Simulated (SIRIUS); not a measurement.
# NiMoIrPdW (P3m1) in SIRIUS: a series of runs

Runs on NiMoIrPdW. Level: PBEsol. Tasks: equation of state.

Everything below comes from runs of SIRIUS 7.12.0. Logs are shortened: lines on timing, memory, paths and dates and some standing lists are left out, and cuts for length are marked. The log counts tension as positive stress, the text compression.

### Step 1. The crystal as given

Symmetry: P3m1, No. 156, trigonal system. Conventional cell: a = 4.147 Å, b = 4.147 Å, c = 5.416 Å, α = 90.00°, β = 90.00°, γ = 120.00°. Ni (site symmetry 3m) has 3 W at 2.40 Å and 3 Ir at 2.71 Å as nearest neighbours. Mo (site symmetry 3m) is surrounded by 1 W at 2.49 Å and 3 Ir at 2.64 Å and 3 Pd at 2.85 Å. Pd (site symmetry 3m) is surrounded by 2 Ir at 2.65 to 2.76 Å and 3 W at 2.76 Å and 3 Ni at 2.82 Å and 3 Mo at 2.85 Å. Ir (site symmetry 3m) has 3 Mo at 2.64 Å and 2 Pd at 2.65 to 2.76 Å and 3 Ni at 2.71 Å and 3 W at 2.77 Å as nearest neighbours. W (site symmetry 3m) has 3 Ni at 2.40 Å and 1 Mo at 2.49 Å as nearest neighbours.

The cell was built by a generator and needn't be a form met in nature.

### Step 2. Equation of state, PBEsol, collinear spin, ferromagnetic start, 15.16 Å³/atom (volume scaled by 0.94)

Contents of sirius.json:

```json
{
  "control": {
    "processing_unit": "cpu",
    "std_evp_solver_name": "lapack",
    "gen_evp_solver_name": "lapack",
    "verbosity": 2,
    "print_forces": false,
    "ortho_rf": true,
    "use_second_variation": true,
    "rmt_max": 3.0,
    "num_bands_to_print": 24,
    "save_wf": true
  },
  "parameters": {
    "electronic_structure_method": "full_potential_lapwlo",
    "xc_functionals": ["XC_GGA_X_PBE_SOL", "XC_GGA_C_PBE_SOL"],
    "core_relativity": "dirac",
    "valence_relativity": "iora",
    "num_fv_states": 90,
    "smearing": "fermi_dirac",
    "smearing_width": 0.0018374661,
    "pw_cutoff": 22,
    "gk_cutoff": 4.25,
    "lmax_apw": 11,
    "lmax_rho": 8,
    "lmax_pot": 8,
    "num_mag_dims": 1,
    "auto_rmt": 0,
    "ngridk": [3, 3, 2],
    "shiftk": [0, 0, 0],
    "num_dft_iter": 80,
    "energy_tol": 1e-07,
    "density_tol": 1e-05,
    "use_symmetry": true
  },
  "settings": {"tol_ne": 1e-10},
  "iterative_solver": {"type": "exact"},
  "mixer": {"type": "anderson", "beta": 0.4, "max_history": 8},
  "unit_cell": {
    "lattice_vectors": [[7.6761614697, 0.0, 0.0], [-3.8380807349, 6.6477553867, -0.0], [0.0, -0.0, 10.026362314]],
    "atom_types": ["Ir", "Mo", "Ni", "Pd", "W"],
    "atom_files": {"Ir": "Ir.json", "Mo": "Mo.json", "Ni": "Ni.json", "Pd": "Pd.json", "W": "W.json"},
    "atoms": {
      "Ir": [[0.33333, 0.66667, 0.25641, 0.0, 0.0, 0.6]],
      "Mo": [[0.66667, 0.33333, 0.45996, 0.0, 0.0, 1.0]],
      "Ni": [[0.0, 0.0, 0.02221, 0.0, 0.0, 1.0]],
      "Pd": [[0.33333, 0.66667, 0.74601, 0.0, 0.0, 0.0]],
      "W": [[0.66667, 0.33333, 0.99985, 0.0, 0.0, 0.0]]
    }
  }
}
```

Contents of Ir.json:

```json
{
  "name": "iridium",
  "symbol": "Ir",
  "number": 77,
  "mass": 192.217,
  "rmin": 1e-06,
  "rmt": 2.29,
  "nrmt": 800,
  "rinf": 13.6,
  "core": "1s2s2p3s3p3d4s4p4d",
  "valence": [
    {"basis": [{"enu": 0.26, "dme": 0, "n": 0, "auto": 0}, {"enu": 0.26, "dme": 1, "n": 0, "auto": 0}]},
[... 30 lines left out ...]
    {"l": 3, "basis": [{"enu": 0.36, "dme": 0, "n": 0, "auto": 0}, {"enu": 0.36, "dme": 1, "n": 0, "auto": 0}]},
    {
      "l": 3,
      "basis": [{"enu": -1.7096, "dme": 0, "n": 4, "auto": 1}, {"enu": -1.7096, "dme": 1, "n": 4, "auto": 1}]
    },
    {
      "l": 3,
      "basis": [{"enu": -1.7096, "dme": 1, "n": 4, "auto": 1}, {"enu": 0.36, "dme": 0, "n": 0, "auto": 0}]
    },
    {"l": 3, "basis": [{"enu": 0.36, "dme": 0, "n": 0, "auto": 0}, {"enu": 4.784, "dme": 0, "n": 0, "auto": 0}]},
    {"l": 4, "basis": [{"enu": 0.36, "dme": 0, "n": 0, "auto": 0}, {"enu": 0.36, "dme": 1, "n": 0, "auto": 0}]},
    {"l": 4, "basis": [{"enu": 0.36, "dme": 0, "n": 0, "auto": 0}, {"enu": 4.0213, "dme": 0, "n": 0, "auto": 0}]}
  ],
  "free_atom": [... radial grid and density of the free atom, the start of the SCF ...]
}
```

Contents of Mo.json:

```json
{
  "name": "molybdenum",
  "symbol": "Mo",
  "number": 42,
  "mass": 95.96,
[... 27 lines left out ...]
    },
    {
      "l": 1,
      "basis": [{"enu": -0.9113, "dme": 1, "n": 4, "auto": 1}, {"enu": 0.36, "dme": 0, "n": 0, "auto": 0}]
    },
    {"l": 1, "basis": [{"enu": 0.36, "dme": 0, "n": 0, "auto": 0}, {"enu": 4.1617, "dme": 0, "n": 0, "auto": 0}]},
    {"l": 2, "basis": [{"enu": 0.36, "dme": 0, "n": 0, "auto": 0}, {"enu": 0.36, "dme": 1, "n": 0, "auto": 0}]},
    {"l": 2, "basis": [{"enu": 0.36, "dme": 1, "n": 0, "auto": 0}, {"enu": 0.36, "dme": 2, "n": 0, "auto": 0}]},
    {
      "l": 2,
      "basis": [{"enu": -7.6278, "dme": 0, "n": 3, "auto": 1}, {"enu": -7.6278, "dme": 1, "n": 3, "auto": 1}]
    },
    {"l": 2, "basis": [{"enu": 0.36, "dme": 0, "n": 0, "auto": 0}, {"enu": 3.5831, "dme": 0, "n": 0, "auto": 0}]},
    {"l": 3, "basis": [{"enu": 0.36, "dme": 0, "n": 0, "auto": 0}, {"enu": 0.36, "dme": 1, "n": 0, "auto": 0}]},
    {"l": 3, "basis": [{"enu": 0.36, "dme": 0, "n": 0, "auto": 0}, {"enu": 3.955, "dme": 0, "n": 0, "auto": 0}]}
  ],
  "free_atom": [... radial grid and density of the free atom, the start of the SCF ...]
}
```

Contents of Ni.json:

```json
{
  "name": "nickel",
  "symbol": "Ni",
  "number": 28,
  "mass": 58.6934,
  "rmin": 1e-06,
  "rmt": 2.07,
  "nrmt": 800,
  "rinf": 14.89,
  "core": "1s2s2p",
  "valence": [
[... 24 lines left out ...]
      "basis": [{"enu": -2.0409, "dme": 1, "n": 3, "auto": 1}, {"enu": 0.36, "dme": 0, "n": 0, "auto": 0}]
    },
    {"l": 1, "basis": [{"enu": 0.36, "dme": 0, "n": 0, "auto": 0}, {"enu": 4.6541, "dme": 0, "n": 0, "auto": 0}]},
    {
      "l": 2,
      "basis": [{"enu": 0.3491, "dme": 0, "n": 0, "auto": 0}, {"enu": 0.3491, "dme": 1, "n": 0, "auto": 0}]
    },
    {
      "l": 2,
      "basis": [{"enu": 0.3491, "dme": 1, "n": 0, "auto": 0}, {"enu": 0.3491, "dme": 2, "n": 0, "auto": 0}]
    },
    {
      "l": 2,
      "basis": [{"enu": 0.3491, "dme": 0, "n": 0, "auto": 0}, {"enu": 3.9897, "dme": 0, "n": 0, "auto": 0}]
    },
    {"l": 3, "basis": [{"enu": 0.36, "dme": 0, "n": 0, "auto": 0}, {"enu": 0.36, "dme": 1, "n": 0, "auto": 0}]},
    {"l": 3, "basis": [{"enu": 0.36, "dme": 0, "n": 0, "auto": 0}, {"enu": 4.4208, "dme": 0, "n": 0, "auto": 0}]}
  ],
  "free_atom": [... radial grid and density of the free atom, the start of the SCF ...]
}
```

Contents of Pd.json:

```json
{
  "name": "palladium",
  "symbol": "Pd",
  "number": 46,
[... 19 lines left out ...]
    {
      "l": 1,
      "basis": [{"enu": -1.3649, "dme": 0, "n": 4, "auto": 1}, {"enu": -1.3649, "dme": 1, "n": 4, "auto": 1}]
    },
    {
      "l": 1,
      "basis": [{"enu": -1.3649, "dme": 1, "n": 4, "auto": 1}, {"enu": 0.36, "dme": 0, "n": 0, "auto": 0}]
    },
    {"l": 1, "basis": [{"enu": 0.36, "dme": 0, "n": 0, "auto": 0}, {"enu": 4.1617, "dme": 0, "n": 0, "auto": 0}]},
    {"l": 2, "basis": [{"enu": 0.36, "dme": 0, "n": 0, "auto": 0}, {"enu": 0.36, "dme": 1, "n": 0, "auto": 0}]},
    {"l": 2, "basis": [{"enu": 0.36, "dme": 1, "n": 0, "auto": 0}, {"enu": 0.36, "dme": 2, "n": 0, "auto": 0}]},
    {"l": 2, "basis": [{"enu": 0.36, "dme": 0, "n": 0, "auto": 0}, {"enu": 3.5831, "dme": 0, "n": 0, "auto": 0}]},
    {"l": 3, "basis": [{"enu": 0.36, "dme": 0, "n": 0, "auto": 0}, {"enu": 0.36, "dme": 1, "n": 0, "auto": 0}]},
    {"l": 3, "basis": [{"enu": 0.36, "dme": 0, "n": 0, "auto": 0}, {"enu": 3.955, "dme": 0, "n": 0, "auto": 0}]}
  ],
  "free_atom": [... radial grid and density of the free atom, the start of the SCF ...]
}
```

Contents of W.json:

```json
{
  "name": "tungsten",
  "symbol": "W",
  "number": 74,
  "mass": 183.84,
  "rmin": 1e-06,
  "rmt": 2.29,
  "nrmt": 800,
  "rinf": 14.93,
  "core": "1s2s2p3s3p3d4s4p4d",
  "valence": [
    {"basis": [{"enu": 0.26, "dme": 0, "n": 0, "auto": 0}, {"enu": 0.26, "dme": 1, "n": 0, "auto": 0}]},
[... 30 lines left out ...]
    {"l": 3, "basis": [{"enu": 0.36, "dme": 0, "n": 0, "auto": 0}, {"enu": 0.36, "dme": 1, "n": 0, "auto": 0}]},
    {
      "l": 3,
      "basis": [{"enu": -0.7062, "dme": 0, "n": 4, "auto": 1}, {"enu": -0.7062, "dme": 1, "n": 4, "auto": 1}]
    },
    {
      "l": 3,
      "basis": [{"enu": -0.7062, "dme": 1, "n": 4, "auto": 1}, {"enu": 0.36, "dme": 0, "n": 0, "auto": 0}]
    },
    {"l": 3, "basis": [{"enu": 0.36, "dme": 0, "n": 0, "auto": 0}, {"enu": 4.784, "dme": 0, "n": 0, "auto": 0}]},
    {"l": 4, "basis": [{"enu": 0.36, "dme": 0, "n": 0, "auto": 0}, {"enu": 0.36, "dme": 1, "n": 0, "auto": 0}]},
    {"l": 4, "basis": [{"enu": 0.36, "dme": 0, "n": 0, "auto": 0}, {"enu": 4.0213, "dme": 0, "n": 0, "auto": 0}]}
  ],
  "free_atom": [... radial grid and density of the free atom, the start of the SCF ...]
}
```

Contents of sirius_start.json:

```json
{
  "control": {
    "processing_unit": "cpu",
    "std_evp_solver_name": "lapack",
    "gen_evp_solver_name": "lapack",
    "verbosity": 1,
    "print_forces": false,
    "ortho_rf": true,
    "use_second_variation": true,
    "rmt_max": 3.0,
    "num_bands_to_print": 24,
    "save_wf": false
  },
  "parameters": {
    "electronic_structure_method": "full_potential_lapwlo",
    "xc_functionals": ["XC_LDA_X", "XC_LDA_C_PW"],
    "core_relativity": "dirac",
    "valence_relativity": "iora",
    "num_fv_states": 90,
    "smearing": "fermi_dirac",
    "smearing_width": 0.0055123983,
    "pw_cutoff": 22,
    "gk_cutoff": 3.4,
    "lmax_apw": 11,
    "lmax_rho": 8,
    "lmax_pot": 8,
    "num_mag_dims": 1,
    "auto_rmt": 0,
    "ngridk": [1, 1, 1],
    "shiftk": [0, 0, 0],
    "num_dft_iter": 30,
    "energy_tol": 0.01,
    "density_tol": 0.05,
    "use_symmetry": true
  },
  "settings": {"tol_ne": 1e-10},
  "iterative_solver": {"type": "exact"},
  "mixer": {"type": "anderson", "beta": 0.4, "max_history": 8},
  "unit_cell": {
    "lattice_vectors": [[7.6761614697, 0.0, 0.0], [-3.8380807349, 6.6477553867, -0.0], [0.0, -0.0, 10.026362314]],
    "atom_types": ["Ir", "Mo", "Ni", "Pd", "W"],
    "atom_files": {"Ir": "Ir.json", "Mo": "Mo.json", "Ni": "Ni.json", "Pd": "Pd.json", "W": "W.json"},
    "atoms": {
      "Ir": [[0.33333, 0.66667, 0.25641, 0.0, 0.0, 0.6]],
      "Mo": [[0.66667, 0.33333, 0.45996, 0.0, 0.0, 1.0]],
      "Ni": [[0.0, 0.0, 0.02221, 0.0, 0.0, 1.0]],
      "Pd": [[0.33333, 0.66667, 0.74601, 0.0, 0.0, 0.0]],
      "W": [[0.66667, 0.33333, 0.99985, 0.0, 0.0, 0.0]]
    }
  }
}
```

Potentials or basis: all-electron FP-LAPW, apw+lo standard.

Started as:

```
$ OMP_NUM_THREADS=2 sirius.scf --input=sirius_start.json --output=start.json
$ OMP_NUM_THREADS=2 sirius.scf --input=sirius.json --output=output.json --task=1
```

Standard output:

```text
[info] SIRIUS version : 7.12.0
[info] number of MPI ranks           : 1
[info] MPI grid                      : 1 1
[info] maximum number of OMP threads : 2
[fft] FFT context for density and potential
[fft] =====================================
[fft]   plane wave cutoff                     : 22
[fft]   grid size                             : 60 60 75   total : 270000
[fft]   grid limits                           : -29 30   -29 30   -37 37
[fft]   number of G-vectors within the cutoff : 91943
[fft]   number of G-shells                    : 12263
[fft] FFT context for coarse grid
[fft] =====================================
[fft]   plane wave cutoff                     : 8.5
[fft]   grid size                             : 24 24 30   total : 17280
[fft]   grid limits                           : -11 12   -11 12   -14 15
[fft]   number of G-vectors within the cutoff : 5313
[fft]   number of G-shells                    : 784
[unit cell] lattice vectors
[unit cell]   a1 :       7.6761614697      0.0000000000      0.0000000000
[unit cell]   a2 :      -3.8380807349      6.6477553867     -0.0000000000
[unit cell]   a3 :       0.0000000000     -0.0000000000     10.0263623140
[unit cell] reciprocal lattice vectors
[unit cell]   b1 :       0.8185321963      0.4725794604      0.0000000000
[unit cell]   b2 :      -0.0000000000      0.9451589208      0.0000000000
[unit cell]   b3 :      -0.0000000000      0.0000000000      0.6266664928
[unit cell] unit cell volume :       511.63768654 [a.u.^3]
[unit cell] 1/sqrt(omega)    :         0.04420982
[unit cell] MT volume        :       226.96423978 (44.36%)
[unit cell] IT volume        :       284.67344676 (55.64%)
[unit cell] number of atom types : 5
[unit cell] type id : 0 symbol : Ir mt_radius :   2.290000 num_atoms : 1
[unit cell] type id : 1 symbol : Mo mt_radius :   2.200000 num_atoms : 1
[unit cell] type id : 2 symbol : Ni mt_radius :   2.070000 num_atoms : 1
[... 843 lines left out ...]
[find] valence_eval_sum               :    -157.13098245
[find] core_eval_sum                  :  -26965.74324456
[find] kinetic energy                 :   49558.32857231
[find] enuc                           :  -55504.99362225
[find] <rho|V^{XC}>                   :   -1303.41365991
[find] <rho|E^{XC}>                   :    -990.50576721
[find] <mag|B^{XC}>                   :      -0.00000000
[find] <rho|V^{H}>                    :  -75377.78913941
[find] smearing (-TS)                 :      -0.00067445
[find] SCF correction                 :      -0.00007935
[find] Total energy                   :  -44626.06546621 (Ha),  -89252.13093241 (Ry)
[find] Free energy (E-TS)             :  -44626.06614065 (Ha),  -89252.13228130 (Ry)
[find] band gap (eV)                  :       0.00000000
[find] Efermi                         :       0.45960645
[find] iteration : 21, RMS (target) : 6.0259e-06 (1.0000e-05) , energy difference (target) : -1.8321e-08 (1.0000e-07)
[find] converged after 22 SCF iterations!
Warning in function "check_num_electrons" at src/density/density.cpp:1179
wrong number of electrons
  obtained value : 267
  target value : 267
  difference : 1.65129e-05
  total core leakage : 6.93817e-06
    atom class : 0, core leakage : 9.57541e-07
    atom class : 1, core leakage : 1.5886e-07
    atom class : 2, core leakage : 3.87014e-12
    atom class : 3, core leakage : 1.94359e-07
    atom class : 4, core leakage : 5.6274e-06
[find] Charges and magnetic moments
[find] --------------------------------------------------------------------------------
[find] atom      charge    core leakage                 moment                |moment|
[find] --------------------------------------------------------------------------------
[find]    0   74.742491    9.575413e-07  [  0.00000,   0.00000,   0.00000]    0.000000
[find]    1   39.292010    1.588599e-07  [  0.00000,   0.00000,   0.00000]    0.000001
[find]    2   26.687440    3.870139e-12  [  0.00000,   0.00000,  -0.00001]    0.000005
[find]    3   44.012073    1.943593e-07  [  0.00000,   0.00000,  -0.00000]    0.000000
[find]    4   71.396942    5.627403e-06  [  0.00000,   0.00000,   0.00000]    0.000002
[find] total core leakage    : 6.93816707e-06
[find] interstitial charge   : 10.869027
[find] interstitial moment   : [  0.00000,   0.00000,   0.00000], magnitude : 0.000002
[find] total charge          : 266.999983
[find] total moment          : [  0.00000,   0.00000,   0.00000], magnitude : 0.000000
[find] Energy
[find] --------------------------------------------------------------------------------
[find] valence_eval_sum               :    -157.13098245
[find] core_eval_sum                  :  -26965.74324456
[find] kinetic energy                 :   49558.32857231
[find] enuc                           :  -55504.99362225
[find] <rho|V^{XC}>                   :   -1303.41365991
[find] <rho|E^{XC}>                   :    -990.50576721
[find] <mag|B^{XC}>                   :      -0.00000000
[find] <rho|V^{H}>                    :  -75377.78913941
[find] smearing (-TS)                 :      -0.00067445
[find] SCF correction                 :      -0.00007935
[find] Total energy                   :  -44626.06546621 (Ha),  -89252.13093241 (Ry)
[find] Free energy (E-TS)             :  -44626.06614065 (Ha),  -89252.13228130 (Ry)
[find] band gap (eV)                  :       0.00000000
[find] Efermi                         :       0.45960645
```

Run time: 7.7 min. Hardware: 2 threads of Intel Xeon 6975P-C (Granite Rapids), shared host; peak memory 1.4 GiB.

These settings aren't checked as converged: the numbers below hold their error.

What came out:

```yaml
Free_energy: -1214337.1224 eV
Band_gap_on_the_k_mesh: none (metal or under the smearing width)
Net_moment: 0.00 μB per cell
All_electrons_inside_the_program's_atomic_spheres: Ni 26.69; Mo 39.29; Pd 44.01; Ir 74.74; W 71.40 (radii Ir 2.29, Mo 2.2, Ni 2.07, Pd 2.2, W 2.29 bohr)
```

Caveat: the k mesh is coarse (spacing up to 0.60 Å⁻¹), so the values aren't converged.

[end of part 1 of 4]
